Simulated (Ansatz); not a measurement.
Working through a single point in a Gaussian basis of C2H6AlN, SMILES C#[C][AlH2-][NH3+]

Program: the Python package of Ansatz (0.2.0).

The cells in order, each with its output:

**Cell 1**
```python
from pathlib import Path

import ansatz as az
```

**Cell 2**
```python
geometry_ang = [
    ("C", [2.6614, -0.3965, 0.1771]),
    ("C", [1.5476, 0.0639, 0.1752]),
    ("Al", [-0.246, 0.8033, 0.1717]),
    ("N", [-1.4953, -0.5652, -0.2928]),
    ("H", [3.6393, -0.8008, 0.1787]),
    ("H", [-0.592, 1.3676, 1.6247]),
    ("H", [-0.3321, 1.9862, -0.8973]),
    ("H", [-2.464, -0.1749, -0.2969]),
    ("H", [-1.2747, -0.9402, -1.2422]),
    ("H", [-1.4442, -1.3435, 0.4018]),
]
geometry = az.Crystal.molecule()
for symbol, xyz in geometry_ang:
    geometry = geometry.atom(symbol, xyz)
```

**Cell 3**
```python
calc = (
    geometry.calculation()
    .basis(gaussian="def2-TZVP")
    .correlation("CCSD(T)")
    .orbitals()
)
done = calc.run(threads=1, runs_dir="c2h6aln_runs")
summary = done.report
```

**Cell 4**
```python
summary["converged"], summary["free_energy_ev"]
```
Output:
```text
(True, -10239.347054083133)
```

**Cell 5**
```python
summary["positions_ang"]
```
Output:
```text
[[2.6614, -0.3965, 0.1771], [1.5476, 0.0639, 0.1752], [-0.246, 0.8033, 0.1717],
 [-1.4953, -0.5652, -0.2928], [3.6393, -0.8008, 0.1787], [-0.592, 1.3676, 1.6247],
 [-0.3321, 1.9862, -0.8973], [-2.464, -0.1749, -0.2969], [-1.2747, -0.9402, -1.2422],
 [-1.4442, -1.3435, 0.4018]]
```

**Cell 6**
```python
print("reference energy %16.6f eV" % summary["reference_energy_ev"])
print("total energy     %16.6f eV" % summary["free_energy_ev"])
print("occupied orbitals outside the frozen core (up, down):", summary["n_occupied"], " frozen:", summary["n_frozen"], " virtual:", summary["n_virtual"])
```
Output:
```text
reference energy    -10221.185030 eV
total energy        -10239.347054 eV
occupied orbitals outside the frozen core (up, down): [11, 11]  frozen: 8  virtual: [147, 147]
```

**Cell 7**
```python
parts = summary["correlation"]
for name in ("random_phase", "coupled_cluster", "perturbative"):
    if name in parts:
        print(f"{name:16s} {parts[name]['energy']['hartree']:12.7f} Ha")
if "second_order" in parts:
    pair = parts["second_order"]
    print(f"MP2 same spin {pair['same_spin']['hartree']:.7f} Ha, opposite spin {pair['opposite_spin']['hartree']:.7f} Ha")
```
Output:
```text
coupled_cluster    -0.6404268 Ha
perturbative       -0.0270153 Ha
MP2 same spin -0.1342241 Ha, opposite spin -0.4682341 Ha
```

**Cell 8**
```python
lines = Path(summary["orbitals_path"]).read_text().splitlines()
field_of = lambda key: [line.split("=")[1].strip() for line in lines if line.startswith(key)]
orbitals = [(27.211386 * float(e), s, float(n)) for e, s, n in zip(field_of("Ene="), field_of("Spin="), field_of("Occup="))]
homo = max(e for e, _, n in orbitals if n > 0.5)
lumo = min(e for e, _, n in orbitals if n < 0.5)
print(f"HOMO {homo:.3f} eV, LUMO {lumo:.3f} eV, gap {lumo - homo:.3f} eV")
```
Output:
```text
HOMO -9.637 eV, LUMO 1.815 eV, gap 11.452 eV
```

The settings weren't tested for convergence. The geometry is a force-field or estimated start, not a minimum of this method, and the basis set is short of its limit. Levels such as HOMO and LUMO are orbital energies: in Hartree-Fock the gap is too wide and the LUMO hangs on the basis. Hardware and time: 53 s on 1 thread of Arm Neoverse V2 (shared host), peak memory 1.4 GiB.

(Lines on the test bed's own set-up are left out of the output.)
